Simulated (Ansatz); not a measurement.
# C2H9NOSi: up Jacob's ladder to CCSD(T)

The task here is to estimate one member of a computed series from the others.

Method: functionals in def2-TZVPP, the program's frozen cores in correlated methods; program: Ansatz 0.2.0, Gaussian basis.

The runs, in order: PBE-D4, r2SCAN-D4, PBE0-D4, B3LYP-D4, ωB97X-V, ωB97M-V, B2PLYP; CCSD(T)/def2-TZVPP; MP2/def2-QZVPP; extrapolation to the limit.

## The geometry

An earlier PBE0-D4 in a triple-zeta def2 set relaxation fixed the geometry.

14 atoms, charge 0, spin multiplicity 1.

Atoms are counted from 1 here; the program's logs count them from 0.

Bond lengths: C1–O2 1.404 Å, C1–H6 1.098 Å, C1–H7 1.092 Å, C1–H8 1.097 Å, O2–Si3 1.652 Å, Si3–C4 1.861 Å, Si3–N5 1.706 Å, Si3–H9 1.491 Å, C4–H10 1.093 Å, C4–H11 1.092 Å, C4–H12 1.094 Å, N5–H13 1.007 Å, N5–H14 1.007 Å. Angles: O2–C1–H6 111.9°, O2–C1–H7 108.6°, O2–C1–H8 111.6°, H6–C1–H7 108.2°, H6–C1–H8 108.2°, H7–C1–H8 108.1°, C1–O2–Si3 122.7°, O2–Si3–C4 110.4°, O2–Si3–N5 111.2°, O2–Si3–H9 106.8°, C4–Si3–N5 108.9°, C4–Si3–H9 111.3°, N5–Si3–H9 108.2°, Si3–C4–H10 111.0°, Si3–C4–H11 110.9°, Si3–C4–H12 110.9°, H10–C4–H11 108.0°, H10–C4–H12 107.6° and more.

The first run:

Contents of in.yaml:

```yaml
crystal:
  periodic: [false, false, false]
  atoms:
    - {symbol: C, position_ang: [-1.683989, 1.225008, -0.614383]}
    - {symbol: O, position_ang: [-1.173416, 0.308322, 0.319204]}
    - {symbol: Si, position_ang: [0.444918, 0.028923, 0.500928]}
    - {symbol: C, position_ang: [1.118067, -0.869232, -0.983187]}
    - {symbol: N, position_ang: [0.758711, -0.898626, 1.897995]}
    - {symbol: H, position_ang: [-1.154850, 2.186037, -0.575295]}
    - {symbol: H, position_ang: [-2.736504, 1.405755, -0.386048]}
    - {symbol: H, position_ang: [-1.618160, 0.838249, -1.638630]}
    - {symbol: H, position_ang: [1.095980, 1.359984, 0.668408]}
    - {symbol: H, position_ang: [0.897883, -0.324460, -1.904803]}
    - {symbol: H, position_ang: [2.201621, -0.985115, -0.910354]}
    - {symbol: H, position_ang: [0.672070, -1.863747, -1.073039]}
    - {symbol: H, position_ang: [0.604896, -1.894049, 1.887846]}
    - {symbol: H, position_ang: [0.572761, -0.517049, 2.811357]}
basis:
  gaussian: {orbitals: def2-TZVPP}
hamiltonian: {xc: pbe, dispersion: d4}
output: {forces: true, orbitals: {seedname: orbitals}}
```

The run is started by

```console
$ ansatz run in.yaml --threads 2 --pin off --events-out ev --progress --plain --max-ram 22528MiB --backend cuda --devices 0, --max-vram 18GiB
```

Among the steps run: PBE-D4 (GGA); r2SCAN-D4 (meta-GGA); PBE0-D4 (hybrid); B3LYP-D4 (hybrid); ωB97X-V (range-separated); ωB97M-V (range-separated); B2PLYP (double hybrid); CCSD(T) in def2-TZVPP; MP2 in def2-QZVPP.

One of the session's tables, all rows but one given; the rest of the session is left out.

```
            method  atomisation energy (kJ/mol)
            PBE-D4                            ?
         r2SCAN-D4                       5219.6
           PBE0-D4                       5209.5
          B3LYP-D4                       5233.1
           ωB97X-V                       5242.6
           ωB97M-V                       5245.1
            B2PLYP                       5174.3
     HF/def2-TZVPP                       3820.1
    MP2/def2-TZVPP                       5146.8
   CCSD/def2-TZVPP                       5030.8
CCSD(T)/def2-TZVPP                       5094.2
           MP2/CBS                       5285.8
       CCSD(T)/CBS                       5233.3
```

Q: Estimate the row for PBE-D4 from the others.

**Answer.** atomisation energy (kJ/mol): 5285.2. In the column «atomisation energy (kJ/mol)» it lies between ωB97M-V (5245.1) and MP2/CBS (5285.8).

To keep in mind: Free atoms (2 C, 1 O, 1 Si, 1 N, 9 H) were run apart at each level; the atomisation energy is their sum less the molecule, without zero-point or spin-orbit terms.
